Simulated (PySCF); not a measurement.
# ReS: from the state search to spectroscopic constants

One table from this session's results is given with a row withheld; the runs are named, their logs left out.

Computed with PySCF 2.14.0. Level: Re def2-TZVPP with ECP60, S def2-TZVPP, scalar-relativistic core potentials.

Set-up of the first run:

The job is set up so:

```yaml
atoms: Re, S
charge: 0
basis: Re def2-TZVPP with ECP60, S def2-TZVPP
Hamiltonian: scalar-relativistic core potentials
basis_functions: 98
electrons_treated: 31
masses_in_u: 186.9558, 31.9721
levels: PBE0, PBE, r²SCAN, PW91, revPBE, MN15, TPSSh, ωB97X, HF, MP2, SCS-MP2, CCSD, CCSD(T)
grid: 80 radial by 434 angular points
occupations: held fixed by the projection of orbital angular momentum
dissociation_limit: Re + S, each in its ground configuration
starting_distance_in_angstrom: 2.235
values_of_2S_to_try: 1, 3, 5, 7, 9
```

The run is started by

```console
$ OMP_NUM_THREADS=2 python dia.py task.json out
```

Steps of the session up to this table: Set-up; First curve: PBE0; Other states along the same grid; PBE; r²SCAN (meta-GGA); PW91; revPBE; MN15 (hybrid meta-GGA); TPSSh (hybrid meta-GGA); ωB97X; ROHF; MP2 and coupled cluster.

One table of the session follows, with a row left open; its other results are not shown here.

It belongs to the step «The curves together». Energy (eV) from each level's lowest point:

```
R (Å)   ROHF  ROHF-MP2  ROHF-SCS-MP2  ROHF-CCSD  ROHF-CCSD(T)
1.829  2.175     1.635         1.751        n/a           n/a
1.914  1.034     0.666         0.745      0.888         0.915
1.999      ?         ?             ?          ?             ?
2.063  0.110     0.009         0.031      0.073         0.082
2.127  0.000     0.000         0.000      0.000         0.000
2.191  0.006     0.100         0.078      0.039         0.029
2.276  0.146     0.353         0.304      0.214         0.194
2.382  0.453     0.791         0.708      0.558         0.530
2.510  0.914     1.399         1.271      1.056         1.035
2.680  1.536     2.216         2.024        n/a           n/a
```

Q: Estimate the row for R (Å) = 1.999 from the others.

Worked estimate for «ROHF». A straight line through the neighbours (1.914, 1.034) and (2.063, 0.110) gives 1.034 + (0.110 − 1.034) × (1.999 − 1.914) / (2.063 − 1.914) = 0.507; a parabola fitted to 4 rows on both sides gives 0.353.

The run gave: ROHF: 0.372; ROHF-MP2: 0.162; ROHF-SCS-MP2: 0.208; ROHF-CCSD: 0.292; ROHF-CCSD(T): 0.309. In «ROHF» the line misses by +0.135 and the parabola by -0.019.

To keep in mind: The state is the lowest single determinant that the PBE0 search found; with open d or f shells the true ground state can be another one.
